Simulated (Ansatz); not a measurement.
Write a Python script for Ansatz 0.2.0 through its Python package that makes a check of forces and pressure against finite differences of I (distorted cell). Use (first run): PBEsol, PAW, cutoff 540 eV, 8×8×8 k-points, Methfessel-Paxton smearing of 0.01 eV, D3BJ dispersion.

```yaml
crystal:
  lattice:
    - [-1.61746, 1.61746, 4.26481]
    - [1.61746, -1.61746, 4.26481]
    - [1.61746, 1.61746, -4.26481]
  atoms:
    - { symbol: I, position: [0.00000, 0.00000, 0.00000] }
```

`fdcheck_i.py`:
```python
import ansatz as az
import numpy as np

vectors0 = np.array([
    [-1.61746, 1.61746, 4.26481],
    [1.61746, -1.61746, 4.26481],
    [1.61746, 1.61746, -4.26481],
])
sites = [
    ("I", (0.0, 0.0, 0.0)),
]


def make_crystal(cell):
    crystal = az.Crystal(lattice=az.Lattice.of(cell))
    for symbol, position in sites:
        crystal = crystal.atom(symbol, position)
    return crystal

def solve(crystal):
    return (
        crystal.calculation()
        .occupations(az.OccupationsMethod.METHFESSEL_PAXTON, width=0.01)
        .functional("PBEsol", dispersion="D3(BJ)")
        .basis(540, xc_grid=2)
        .kpoints(8, 8, 8)
        .scf(tolerance=1e-09)
        .forces()
        .stress()
        .run(threads=1)
    ).report


centre = solve(make_crystal(vectors0))
start = make_crystal(vectors0)
volume = abs(np.linalg.det(vectors0))
larger, smaller = (solve(make_crystal(vectors0 * (1 + sign * 0.005) ** (1 / 3)))["lagrangian_ev"] for sign in (1, -1))
numerical = -(larger - smaller) / (0.01 * volume) * 160.21766
print(f"pressure: analytic {np.trace(centre['stress_gpa']) / 3:.3f}, numerical {numerical:.3f} GPa")
```

```console
$ python fdcheck_i.py
DeckWarning: output.stress: scf.convergence.dr2_threshold = 1e-9 eV is looser than the 1e-10 eV advised for a printed stress (1e-10 eV for each atom of the cell: 1). What an SCF threshold leaves in a stress goes as its square root, and in the free energy as [...]
pressure: analytic -2.432, numerical -2.431 GPa
```
(Warnings from the package without file and line, shortened.)

What to keep in mind:
- The settings weren't tested for convergence.
- The cell holds an odd number of electrons and is run without spin, so a magnetic state may lie lower.
- Dispersion corrections can be off by several per cent in the lattices of metals, and by several GPa in the pressure at a fixed cell.
- For a metal this k-point mesh is coarse: on a finer one energies can move by several to tens of meV an atom and pressures by half a GPa or more, differences at one mesh by less.
- Pressure is positive in compression.
- The cell is a database structure, distorted on purpose.
- The central difference errs as the square of the step, so the shorter step is the fairer test; what remains comes from the finite grid and the SCF threshold.
- Timing: 8 s on 1 thread of Arm Neoverse V1 (shared host), peak memory 0.41 GiB.
